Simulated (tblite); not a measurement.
# C6H11BS2Si: the cost of one run

The runs use tblite 0.8.0 and PySCF 2.14.0, with density-fitted response routines of our own; the level of theory stands in each step. All values are computed, except where a source is named. Atoms are numbered from 0 throughout.

### 1 Starting geometry

21 atoms, charge 0, multiplicity 1; geometry from: force field or distance geometry start.

Bonds of the start (Å): B0–Si1 1.95, Si1–C2 1.88, C2–C3 1.49, C3–C4 1.37, C4–C5 1.40, C5–C6 1.39, C6–S7 1.68, Si1–S8 2.14, S8–C9 1.83, S7–C3 1.69, B0–H10 1.17, B0–H11 1.19, Si1–H12 1.48, C2–H13 1.12, C2–H14 1.11, C4–H15 1.08, C5–H16 1.08, C6–H17 1.08, C9–H18 1.11, C9–H19 1.12, C9–H20 1.11.

### 2 Geometry optimisation with GFN2-xTB

Job settings and geometry (Å):

```
{"job": {"kind": "relax", "xc": "GFN2-xTB", "basis": "xTB"}, "charge": 0, "multiplicity": 1}
B     -0.786900    -2.440000     1.301900
Si    -1.424100    -0.704600     0.668500
C     -0.204600     0.629800     1.195100
C      1.100900     0.468100     0.493900
C      1.434500     0.953900    -0.744500
C      2.718700     0.591300    -1.164500
C      3.403200    -0.189400    -0.241700
S      2.404400    -0.431000     1.093300
S     -1.623800    -0.775600    -1.464400
C     -2.533400     0.803600    -1.568300
H      0.236600    -2.863500     0.923500
H     -1.458400    -3.068900     2.055900
H     -2.732800    -0.437400     1.301700
H     -0.639200     1.624500     0.937500
H     -0.073300     0.594500     2.293300
H      0.765600     1.557000    -1.344000
H      3.149800     0.892600    -2.107800
H      4.402500    -0.589200    -0.356900
H     -3.463500     0.760400    -0.968400
H     -1.886100     1.640000    -1.207800
H     -2.799000     1.000900    -2.628100
```

Run with:

```bash
OMP_NUM_THREADS=1 python probes_run.py task.json out
```

The driver reads the jobs from task.json and runs them one after another.

Q: Estimate the wall time of this first job on 1 thread of Arm Neoverse N1, shared host.

About 1.2 s.
